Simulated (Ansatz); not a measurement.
## CH4Cl2Si, SMILES C[SiH](Cl)Cl: a rigid torsion scan

Computed with the Ansatz DFT code, driven from Python.

`torsion.py`
```python
from dataclasses import dataclass
import warnings

import ansatz as az
from ase import Atoms


@dataclass(frozen=True)
class RunConfig:
    basis: str = "def2-SVP"
    functional: str = "pbe0"
    force_tol: float = 0.02
    level: str = "MP2"


cfg = RunConfig()

warnings.simplefilter("ignore", az.DeckWarning)

atoms = Atoms(["C", "Si", "Cl", "Cl", "H", "H", "H", "H"], positions=[
    (-0.1394, 0.9462, -0.1216),
    (0.0272, -0.8048, 0.1992),
    (1.9161, -1.1854, 0.7827),
    (-0.1678, -1.8733, -1.5174),
    (-1.1999, 1.2033, -0.5),
    (-0.0164, 1.6035, 0.7668),
    (0.5344, 1.3491, -0.8963),
    (-0.8621, -1.2957, 1.2308),
])

first = (
    az.Crystal.molecule_from_ase(atoms).calculation()
    .basis(gaussian=cfg.basis)
    .functional(cfg.functional)
    .relax(force_tolerance=cfg.force_tol, max_steps=80)
)
atoms.positions = first.run(threads=1).report["positions_ang"]

start = atoms.get_dihedral(2, 1, 0, 4)
energies = {}
for turn in range(0, 121, 20):
    turned = atoms.copy()
    turned.set_dihedral(2, 1, 0, 4, start + turn, indices=[0, 4, 5, 6])
    calc = az.Crystal.molecule_from_ase(turned).calculation()
    calc = calc.basis(gaussian=cfg.basis)
    calc = calc.correlation(cfg.level)
    energies[round((start + turn) % 360)] = calc.run(threads=1).report["free_energy_ev"]
floor = min(energies.values())
print("dihedral Cl2-Si1-C0-H4 (deg)   E - E(min) (kJ/mol)")
for angle, e in sorted(energies.items()):
    print(f"{angle:8d} {96.485332 * (e - floor):14.3f}  " + "#" * int(30 * (e - floor) / max(max(energies.values()) - floor, 1e-9)))
```

```console
$ python torsion.py
dihedral Cl2-Si1-C0-H4 (deg)   E - E(min) (kJ/mol)
     179          0.000
     199          1.955  #######
     219          5.972  ######################
     239          8.040  ##############################
     259          6.006  ######################
     279          1.991  #######
     299          0.008
```

Caveats:
- The scan is rigid and the energies are electronic, in a modest basis. With rigid groups the curve can differ much from the relaxed path, the start wasn't checked as a minimum of this torsion, and equivalent turns needn't return to the same energy.
- The start is relaxed with a density functional and scanned with the wavefunction method, so it isn't exactly that method's minimum.
- Timing: 24 s on 1 thread of Arm Neoverse V2, on a shared host, peak memory 0.25 GiB.
